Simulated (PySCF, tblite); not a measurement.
**C₂H₈AlBO₃, a small molecule taken as a stand-in for a surface group (boron hydroxide): NMR shifts, core binding energies and electronic excitations, part 1 of 2**

Aim: the NMR shifts, core binding energies and electronic excitations of `[CH3][Al]([CH3])[O]B(O)O`.

Programs: tblite 0.8.0 and PySCF 2.14.0. All values are calculated, for the isolated system unless a continuum is named. Atoms count from 0, parts from 1.

## Step 1: Starting point

15 atoms, charge 0, multiplicity 1; geometry: distance geometry start.

## Step 2: Geometry optimisation with GFN2-xTB

The job: settings as JSON, then the geometry in Å.

```
{"job": {"kind": "relax", "xc": "GFN2-xTB", "basis": "xTB"}, "charge": 0, "multiplicity": 1}
O     -1.417871    -0.256212    -2.091826
B     -0.802076    -1.455495    -2.655358
O     -0.373849    -1.386798    -4.078843
O      0.130925    -2.216266    -1.743017
Al     1.132964    -1.444496    -0.371767
C      0.205790    -0.153616     0.734226
C      2.985213    -1.040782    -0.815251
H     -0.960274     0.539817    -1.764908
H      0.505397    -1.140501    -4.416696
H     -0.280425    -0.630300     1.521908
H      0.869982     0.527110     1.140123
H     -0.509463     0.347277     0.155160
H      3.131449     0.008050    -0.665747
H      3.170374    -1.282507    -1.790977
H      3.598884    -1.553013    -0.169682
```

With the program's defaults for keys left out, this is: GFN2-xTB geometry optimisation, gas phase.

Launch:

```console
> OMP_NUM_THREADS=1 python cluster_run.py task.json out
```

One launch serves the whole session: the jobs run in the order shown.

Output:

```text
step      E/eV     max force
  0    -623.54797    5.095
  1    -624.52207    3.697
  2    -625.32623    1.726
  3    -625.41973    0.777
  4    -625.49359    0.635
  5    -625.53044    0.555
  6    -625.60263    0.767
  7    -625.67338    1.036
  8    -625.76492    1.113
  9    -625.85676    0.876
 10    -625.94581    0.724
 11    -625.99492    0.727
 12    -626.04171    0.790
 13    -626.08672    1.074
 14    -626.14761    0.687
 15    -626.22789    0.852
 16    -626.27518    0.958
 17    -626.36079    1.139
 18    -626.43512    1.359
 19    -626.54237    1.111
 20    -626.56301    1.967
 21    -626.62800    1.116
 22    -626.65785    0.462
 23    -626.68664    0.254
 24    -626.70941    0.249
 25    -626.71550    0.209
 26    -626.72355    0.177
 27    -626.73354    0.294
 28    -626.74398    0.357
 29    -626.75380    0.485
 30    -626.76500    0.308
 31    -626.78116    0.390
 32    -626.80289    0.411
 33    -626.82360    0.430
 34    -626.83807    0.335
 35    -626.84741    0.257
 36    -626.85817    0.240
 37    -626.86792    0.345
 38    -626.87397    0.475
 39    -626.88057    0.278
 40    -626.88595    0.179
 41    -626.89025    0.174
 42    -626.89442    0.261
 43    -626.89845    0.165
 44    -626.90164    0.127
 45    -626.90311    0.117
 46    -626.90421    0.093
 47    -626.90503    0.085
 48    -626.90607    0.120
 49    -626.90726    0.128
 50    -626.90833    0.104
 51    -626.90912    0.075
 52    -626.90984    0.064
 53    -626.91062    0.071
 54    -626.91135    0.088
 55    -626.91193    0.087
 56    -626.91241    0.071
 57    -626.91289    0.053
 58    -626.91343    0.057
 59    -626.91402    0.090
 60    -626.91459    0.104
 61    -626.91506    0.095
 62    -626.91547    0.072
 63    -626.91593    0.053
 64    -626.91658    0.071
 65    -626.91753    0.109
 66    -626.91883    0.123
 67    -626.92036    0.121
 68    -626.92199    0.109
 69    -626.92351    0.124
 70    -626.92485    0.138
 71    -626.92573    0.076
 72    -626.92634    0.064
 73    -626.92682    0.069
 74    -626.92748    0.089
 75    -626.92797    0.069
 76    -626.92826    0.029
 77    -626.92841    0.037
 78    -626.92857    0.036
 79    -626.92881    0.052
 80    -626.92910    0.043
 81    -626.92940    0.043
 82    -626.92965    0.039
 83    -626.92991    0.039
 84    -626.93018    0.049
 85    -626.93045    0.039
 86    -626.93066    0.034
 87    -626.93078    0.025
 88    -626.93087    0.027
 89    -626.93093    0.020
 90    -626.93100    0.027
 91    -626.93108    0.029
 92    -626.93120    0.030
 93    -626.93132    0.031
 94    -626.93145    0.030
 95    -626.93157    0.027
 96    -626.93169    0.032
 97    -626.93180    0.031
 98    -626.93187    0.022
 99    -626.93192    0.024
100    -626.93196    0.024
101    -626.93204    0.031
102    -626.93220    0.042
103    -626.93247    0.046
104    -626.93281    0.049
105    -626.93310    0.052
106    -626.93335    0.048
107    -626.93359    0.042
108    -626.93381    0.040
109    -626.93395    0.032
110    -626.93413    0.029
111    -626.93432    0.035
112    -626.93450    0.036
113    -626.93487    0.043
114    -626.93531    0.044
115    -626.93568    0.039
116    -626.93593    0.039
117    -626.93587    0.069
118    -626.93626    0.034
119    -626.93638    0.028
120    -626.93663    0.030
121    -626.93671    0.025
122    -626.93684    0.034
123    -626.93691    0.029
124    -626.93700    0.022
125    -626.93707    0.024
126    -626.93720    0.024
127    -626.93733    0.028
128    -626.93745    0.025
129    -626.93760    0.028
130    -626.93779    0.028
131    -626.93800    0.049
132    -626.93802    0.077
133    -626.93846    0.072
134    -626.93874    0.047
135    -626.93919    0.043
136    -626.93976    0.057
137    -626.93993    0.141
138    -626.94109    0.070
139    -626.94168    0.056
140    -626.94190    0.100
141    -626.94226    0.073
142    -626.94241    0.022
143    -626.94260    0.032
144    -626.94277    0.030
145    -626.94298    0.026
146    -626.94306    0.025
147    -626.94312    0.018
148    -626.94316    0.019
149    -626.94319    0.014
150    -626.94322    0.011
151    -626.94325    0.012
152    -626.94327    0.013
153    -626.94332    0.017
154    -626.94337    0.021
155    -626.94343    0.019
156    -626.94351    0.018
157    -626.94360    0.029
158    -626.94371    0.031
159    -626.94383    0.031
160    -626.94393    0.025
161    -626.94403    0.026
162    -626.94414    0.029
163    -626.94430    0.031
164    -626.94449    0.054
165    -626.94472    0.046
166    -626.94494    0.045
167    -626.94525    0.044
168    -626.94555    0.037
169    -626.94587    0.040
170    -626.94604    0.058
171    -626.94615    0.065
172    -626.94644    0.044
173    -626.94682    0.036
174    -626.94743    0.063
175    -626.94822    0.072
176    -626.94890    0.057
177    -626.94902    0.088
178    -626.94950    0.047
179    -626.94981    0.035
180    -626.95034    0.050
181    -626.95053    0.080
182    -626.95077    0.039
183    -626.95087    0.021
184    -626.95098    0.020
185    -626.95107    0.024
186    -626.95112    0.033
187    -626.95120    0.017
188    -626.95126    0.013
189    -626.95132    0.020
190    -626.95135    0.020
191    -626.95139    0.020
192    -626.95143    0.015
193    -626.95148    0.015
194    -626.95153    0.014
195    -626.95158    0.015
196    -626.95164    0.015
197    -626.95169    0.021
198    -626.95174    0.018
199    -626.95178    0.026
200    -626.95183    0.021
201    -626.95183    0.021
202    -626.95211    0.010
203    -626.95224    0.016
204    -626.95233    0.021
205    -626.95240    0.014
206    -626.95245    0.013
207    -626.95243    0.033
208    -626.95250    0.014
209    -626.95252    0.006
```

It took 3.4 s on 1 thread of AMD EPYC 7R43, shared host.

Along the way:

```
step  energy from step 0 (eV)  largest force (eV/Å)
   0                   0.0000                5.0954
   8                  -2.2169                1.1131
  16                  -2.7272                0.9582
  24                  -3.1614                0.2488
  32                  -3.2549                0.4105
  40                  -3.3380                0.1792
  48                  -3.3581                0.1206
  56                  -3.3644                0.0707
  64                  -3.3686                0.0714
  72                  -3.3784                0.0636
  80                  -3.3811                0.0432
  88                  -3.3829                0.0277
  96                  -3.3837                0.0324
 104                  -3.3848                0.0492
 112                  -3.3865                0.0357
 120                  -3.3887                0.0293
 128                  -3.3895                0.0251
 136                  -3.3918                0.0571
 144                  -3.3948                0.0303
 152                  -3.3953                0.0133
 160                  -3.3960                0.0244
 168                  -3.3976                0.0373
 176                  -3.4009                0.0566
 184                  -3.4030                0.0198
 192                  -3.4035                0.0151
 200                  -3.4039                0.0203
 208                  -3.4045                0.0136
 209                  -3.4046                0.0058
```

Distances of close pairs at the start and the end, largest changes first:

```
  bond  before (Å)  after (Å)  change (Å)
O3–Al4       1.865      1.669      -0.197
 B1–O3       1.511      1.364      -0.147
 B1–O2       1.488      1.354      -0.134
 O0–B1       1.461      1.354      -0.107
C6–H13       1.022      1.095      +0.073
C6–H14       1.027      1.091      +0.063
Al4–C5       1.936      1.999      +0.062
C5–H10       1.034      1.091      +0.057
```

## Step 3: Geometry optimisation at PBE0-D3(BJ)/def2-SVP

The job: settings as JSON, then the geometry in Å.

```
{"job": {"xc": "PBE0", "basis": "def2-SVP", "d3": "d3bj", "grid": 2, "kind": "geom", "shake": 0.01}, "charge": 0, "multiplicity": 1}
O     -2.669224     0.159755    -1.785900
B     -1.383088    -0.147136    -1.859775
O     -0.924472    -0.559679    -3.065505
O     -0.533364    -0.056356    -0.767622
Al     0.422832     0.038106     0.563123
C     -0.475153     0.647012     2.254648
C      2.346343    -0.450482     0.258801
H     -2.955566     0.474984    -0.926077
H      0.025486    -0.769566    -3.029296
H     -1.290835    -0.031712     2.551011
H      0.208406     0.684718     3.110699
H     -0.910792     1.637485     2.155661
H      2.765132     0.183662    -0.527530
H      2.420707    -1.481432    -0.074178
H      2.942666    -0.354731     1.156610
```

Output:

```text
step   0  E = -573.40498906  max force = 0.040423
step   1  E = -573.41184702  max force = 0.008129
step   2  E = -573.41206517  max force = 0.002571
step   3  E = -573.41208824  max force = 0.002069
step   4  E = -573.41212469  max force = 0.000683
step   5  E = -573.41212866  max force = 0.000256
optimisation converged
```

It took 78 s on 1 thread of AMD EPYC 7R43, shared host; peak memory 0.74 GiB.

Relaxation path:

```
step  energy from step 0 (eV)  largest force component (eV/Å)
   0                   0.0000                          2.0786
   1                  -0.1866                          0.4180
   2                  -0.1926                          0.1322
   3                  -0.1932                          0.1064
   4                  -0.1942                          0.0351
   5                  -0.1943                          0.0132
```

Close pairs (by a distance rule), those that changed most:

```
  bond  before (Å)  after (Å)  change (Å)
O3–Al4       1.641      1.707      +0.065
Al4–C5       2.010      1.950      -0.060
Al4–C6       2.008      1.949      -0.059
 O0–B1       1.324      1.365      +0.041
 B1–O3       1.387      1.364      -0.023
C6–H14       1.082      1.101      +0.019
C6–H13       1.086      1.104      +0.018
C5–H11       1.087      1.104      +0.017
```

The next job starts from the end point, and lists it.

```
                         at the end point                value
rotational constants (GHz, main isotopes)  3.301, 1.141, 0.858
                        dipole moment (D)                 3.70
```

## Step 4: Nuclear shieldings: PBE0/pcSseg-1

The job: settings as JSON, then the geometry in Å.

```
{"job": {"kind": "nmr", "xc": "PBE0", "basis": "pcSseg-1"}, "charge": 0, "multiplicity": 1}
O     -2.714771     0.177680    -1.839259
B     -1.390495    -0.146757    -1.905873
O     -0.931208    -0.574497    -3.117945
O     -0.569858    -0.049863    -0.821082
Al     0.421518     0.047975     0.564536
C     -0.444986     0.502841     2.250705
C      2.323215    -0.307902     0.326989
H     -2.948471     0.461986    -0.952114
H      0.007157    -0.773777    -3.071034
H     -1.243935    -0.216843     2.497867
H      0.257662     0.527012     3.098376
H     -0.927475     1.493712     2.190367
H      2.764927     0.355169    -0.436090
H      2.487289    -1.340506    -0.026891
H      2.899695    -0.180967     1.256761
```

With the program's defaults for keys left out, this is: GIAO PBE0/pcSseg-1 NMR shielding, non-relativistic, gas phase.

Output:

```text
coarse grid: 13104 points
cycle   1  E = -573.3642118689  dE =  6.574e-01  |g| = 1.168e+00  |ddm| = 3.317e+00
cycle   2  E = -573.1484728064  dE =  2.157e-01  |g| = 1.597e+00  |ddm| = 1.585e+00
cycle   3  E = -573.6162138551  dE = -4.677e-01  |g| = 1.411e-01  |ddm| = 9.819e-01
cycle   4  E = -573.6196636371  dE = -3.450e-03  |g| = 5.666e-02  |ddm| = 1.170e-01
cycle   5  E = -573.6202242551  dE = -5.606e-04  |g| = 1.553e-02  |ddm| = 3.299e-02
cycle   6  E = -573.6202669732  dE = -4.272e-05  |g| = 3.402e-03  |ddm| = 1.015e-02
cycle   7  E = -573.6202694435  dE = -2.470e-06  |g| = 4.026e-04  |ddm| = 2.489e-03
final grid: 122120 points
cycle   8  E = -573.6876470866  dE = -3.039e-05  |g| = 1.019e-02  |ddm| = 1.699e-02
cycle   9  E = -573.6876306002  dE =  1.649e-05  |g| = 1.382e-02  |ddm| = 1.393e-02
cycle  10  E = -573.6876677578  dE = -3.716e-05  |g| = 1.140e-03  |ddm| = 8.105e-03
cycle  11  E = -573.6876679953  dE = -2.375e-07  |g| = 2.292e-04  |ddm| = 7.486e-04
cycle  12  E = -573.6876680027  dE = -7.353e-09  |g| = 9.821e-05  |ddm| = 1.599e-04
cycle  13  E = -573.6876680044  dE = -1.740e-09  |g| = 1.800e-05  |ddm| = 6.355e-05
cycle  14  E = -573.6876680045  dE = -6.457e-11  |g| = 3.705e-06  |ddm| = 1.439e-05
converged SCF energy = -573.6876680045

GIAO shielding tensors (ppm)
atom      isotropic    diamagn.    paramagn.     s11        s22        s33       span
  0 O      245.330     387.230    -141.900    176.389    261.271    298.330    121.941
  1 B       84.367     197.065    -112.699     75.199     87.909     89.992     14.794
  2 O      245.336     387.092    -141.756    176.204    261.488    298.318    122.115
  3 O      209.018     399.705    -190.687    118.289    253.894    254.870    136.581
  4 Al     360.296     799.676    -439.380    242.850    341.930    496.108    253.257
  5 C      194.775     254.015     -59.240    190.390    195.269    198.666      8.276
  6 C      194.802     253.974     -59.172    190.369    195.304    198.732      8.363
  7 H       28.816      34.022      -5.206     21.769     26.875     37.805     16.037
  8 H       28.809      33.940      -5.131     21.781     26.833     37.813     16.032
  9 H       31.627      31.080       0.547     27.293     28.951     38.636     11.342
 10 H       31.686      30.045       1.642     27.084     29.019     38.957     11.873
 11 H       31.640      31.049       0.591     27.335     28.949     38.635     11.299
 12 H       31.623      31.020       0.603     27.255     28.936     38.678     11.422
 13 H       31.634      31.011       0.623     27.349     28.923     38.630     11.281
 14 H       31.690      30.028       1.663     27.092     29.031     38.948     11.856
```

It took 24 s on 1 thread of AMD EPYC 7R43, shared host; peak memory 0.88 GiB.

Shifts follow as δ = σ(reference) − σ, with reference shieldings (ppm) from runs at the same level and on the same kind of geometry: ¹H TMS 31.27, ¹³C TMS 184.4, ¹⁷O H2O 334.6, ¹¹B BF3·OEt2 100.7, ²⁷Al AlH4- 489.3. The references are single molecules in the gas phase, so shifts against H2O, NH3, PH3, H3PO4 or CFCl3 are not on the usual liquid scales and can be off by tens of ppm. Shifts against hydride references such as AlH4− lie on their own scale.

```
atoms                        environment  σ (ppm)  δ (ppm)
   C5           carbon bonded to Al, 3 H    194.8    -10.4
   C6           carbon bonded to Al, 3 H    194.8    -10.4
   H8  hydrogen on an oxygen bonded to B    28.81     2.46
   H7  hydrogen on an oxygen bonded to B    28.82     2.45
  H12  hydrogen on a carbon bonded to Al    31.62    -0.36
   H9  hydrogen on a carbon bonded to Al    31.63    -0.36
  H13  hydrogen on a carbon bonded to Al    31.63    -0.37
  H11  hydrogen on a carbon bonded to Al    31.64    -0.37
  H10  hydrogen on a carbon bonded to Al    31.69    -0.42
  H14  hydrogen on a carbon bonded to Al    31.69    -0.42
   O3             oxygen bonded to Al, B    209.0    125.5
   O0              oxygen bonded to B, H    245.3     89.2
   O2              oxygen bonded to B, H    245.3     89.2
   B1                boron bonded to 3 O     84.4     16.4
  Al4         aluminium bonded to 2 C, O    360.3    129.0
```

The run also stored atomic charges by several schemes (e):

```
atoms  Mulliken    IAO  Hirshfeld  ESP fit
   O0     -0.42  -0.56      -0.28    -0.69
   B1      0.60   0.61       0.28     0.92
   O2     -0.42  -0.56      -0.28    -0.69
   O3     -0.71  -0.69      -0.36    -0.91
  Al4      1.08   1.19       0.63     1.31
   C5     -0.72  -0.82      -0.28    -0.97
   C6     -0.72  -0.82      -0.28    -0.99
```

Mayer bond orders: O0–B1 1.20, B1–O2 1.20, B1–O3 1.03, O3–Al4 0.86, Al4–C5 0.90, Al4–C6 0.90.

(Continued in part 2 of 2.)
